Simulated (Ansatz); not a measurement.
# CH5AlBNO: basis-set convergence

One table from this session's results is given with a row withheld; the runs are named, their logs left out.

Program: Ansatz 0.2.0, Gaussian basis. Level of theory: one geometry, several basis sets. These are calculated values, not measurements.

Plan: PBE0-D4/def2-SVP; ωB97M-V/def2-SVP; PBE0-D4/def2-QZVPP; ωB97M-V/def2-QZVPP; the functionals' def2-TZVPP values are taken from earlier runs.

## Structure used throughout

An earlier PBE0-D4 in a triple-zeta def2 set relaxation fixed the geometry.

SMILES `N[BH][Al]1[CH2][O]1`, 10 atoms, charge 0, spin multiplicity 1.

Atoms are counted from 1 here; the program's logs count them from 0.

Bond lengths: N1–B2 1.385 Å, N1–H6 1.008 Å, N1–H7 1.006 Å, B2–Al3 2.119 Å, B2–H8 1.200 Å, Al3–C4 1.895 Å, Al3–O5 1.720 Å, C4–O5 1.474 Å, C4–H9 1.091 Å, C4–H10 1.091 Å. Angles: B2–N1–H6 122.3°, B2–N1–H7 124.9°, H6–N1–H7 112.8°, N1–B2–Al3 123.6°, N1–B2–H8 116.8°, Al3–B2–H8 119.6°, B2–Al3–C4 172.0°, B2–Al3–O5 140.1°, C4–Al3–O5 47.8°, Al3–C4–O5 59.9°, Al3–C4–H9 123.4°, Al3–C4–H10 123.6°, O5–C4–H9 112.7°, O5–C4–H10 112.7°, H9–C4–H10 111.0°, Al3–O5–C4 72.3°.

Set-up of the first run:

The input, in.yaml:

```yaml
crystal:
  periodic: [false, false, false]
  atoms:
    - {symbol: N, position_ang: [-1.733462, -1.681461, 0.263282]}
    - {symbol: B, position_ang: [-0.397377, -1.411589, 0.508625]}
    - {symbol: Al, position_ang: [0.551257, 0.401107, -0.041354]}
    - {symbol: C, position_ang: [1.426628, 2.065807, -0.273242]}
    - {symbol: O, position_ang: [1.145835, 1.209051, -1.438871]}
    - {symbol: H, position_ang: [-2.167777, -2.548393, 0.540145]}
    - {symbol: H, position_ang: [-2.367238, -1.062843, -0.213576]}
    - {symbol: H, position_ang: [0.230149, -2.258757, 1.081914]}
    - {symbol: H, position_ang: [0.900149, 3.020808, -0.315630]}
    - {symbol: H, position_ang: [2.494936, 2.215171, -0.108391]}
basis:
  gaussian: {orbitals: def2-SVP}
hamiltonian: {xc: pbe0, dispersion: d4}
output: {orbitals: {seedname: orbitals}}
```

Steps of the session up to this table: PBE0-D4 in def2-SVP; ωB97M-V in def2-SVP; PBE0-D4 in def2-QZVPP; ωB97M-V in def2-QZVPP.

One of the session's tables, all rows but one given; the rest of the session is left out.

It belongs to the step «Density functionals: the series». 

```
functional       basis  HOMO (eV)
   PBE0-D4    def2-SVP      -5.80
   PBE0-D4  def2-TZVPP      -5.89
   PBE0-D4  def2-QZVPP      -5.92
   ωB97M-V    def2-SVP          ?
   ωB97M-V  def2-TZVPP      -8.07
   ωB97M-V  def2-QZVPP      -8.10
```

Q: Estimate the row for ωB97M-V, def2-SVP from the others.

**Answer.** HOMO (eV): -7.96. In the column «HOMO (eV)» it lies between ωB97M-V, def2-TZVPP (-8.07) and PBE0-D4, def2-QZVPP (-5.92).
